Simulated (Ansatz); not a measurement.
# LaAgS2: the cost of one run

Program: Ansatz 0.2.0. Level of theory: reference: DFT PBE, plane waves, PAW, scalar-relativistic, no spin polarisation. These are calculated values, not measurements.

1 further run of the same task is left out (for a known fault of the program).

## (1) Starting point

Symmetry: P4/nmm, No. 129, tetragonal system. Conventional cell: a = 4.109 Å, b = 4.109 Å, c = 10.169 Å, α = 90.00°, β = 90.00°, γ = 90.00°. Ag (site symmetry -4m2) has 4 Ag at 2.91 Å and 4 La at 3.15 Å as nearest neighbours. Around La (site symmetry 4mm) lie 8 S at 3.04 to 3.39 Å and 4 Ag at 3.15 Å. Around S (site symmetry 4mm) lie 4 S at 2.74 Å and 4 La at 3.04 Å. S (site symmetry -4m2) has 8 S at 2.74 to 2.91 Å and 4 La at 3.39 Å as nearest neighbours.

Coordinates:

```xyz
8
Lattice="4.1091 0.0000 0.0000 0.0000 4.1091 0.0000 0.0000 0.0000 10.1687" Properties=species:S:1:pos:R:3 pbc="T T T"
Ag    3.0819    1.0273    0.0000
Ag    1.0273    3.0819    0.0000
La    1.0273    1.0273    7.7801
La    3.0819    3.0819    2.3886
S     1.0273    1.0273    3.2743
S     3.0819    3.0819    6.8944
S     3.0819    1.0273    5.0843
S     1.0273    3.0819    5.0843
```

## (2) The reference run

input.yaml

```yaml
crystal:
  lattice:
    - [4.10914, 0.0, 0.0]
    - [0.0, 4.10914, 0.0]
    - [0.0, 0.0, 10.168683]
  atoms:
    - { symbol: Ag, position: [0.75, 0.25, 0.0] }
    - { symbol: Ag, position: [0.25, 0.75, 0.0] }
    - { symbol: La, position: [0.25, 0.25, 0.7651] }
    - { symbol: La, position: [0.75, 0.75, 0.2349] }
    - { symbol: S, position: [0.25, 0.25, 0.322] }
    - { symbol: S, position: [0.75, 0.75, 0.678] }
    - { symbol: S, position: [0.75, 0.25, 0.5] }
    - { symbol: S, position: [0.25, 0.75, 0.5] }
  symmetry: { tolerance: 0.0003 }
kpoints:
  mp_grid: { grid: [5, 5, 2], shift: [0, 0, 0] }
magnetization:
  spin_polarized: false
scf:
  occupations: { method: gaussian, width: 0.1649 }
hamiltonian:
  pseudopotentials: { kind: paw }
  xc: pbe
basis:
  ecutwfc: 420
output:
  forces: true
  stress: true
  eigenvalues: true
relax:
  max_steps: 40
  cell: {}
```

Launch:

```bash
ansatz run input.yaml --threads 1 --pin off --max-ram 2560MiB --backend cpu --events-out ev --progress --plain --runs-dir out
```

Q: Estimate wall time and peak memory on 1 thread of Arm Neoverse V2, shared host.

About 2.6 min, with a peak of 0.48 GiB.
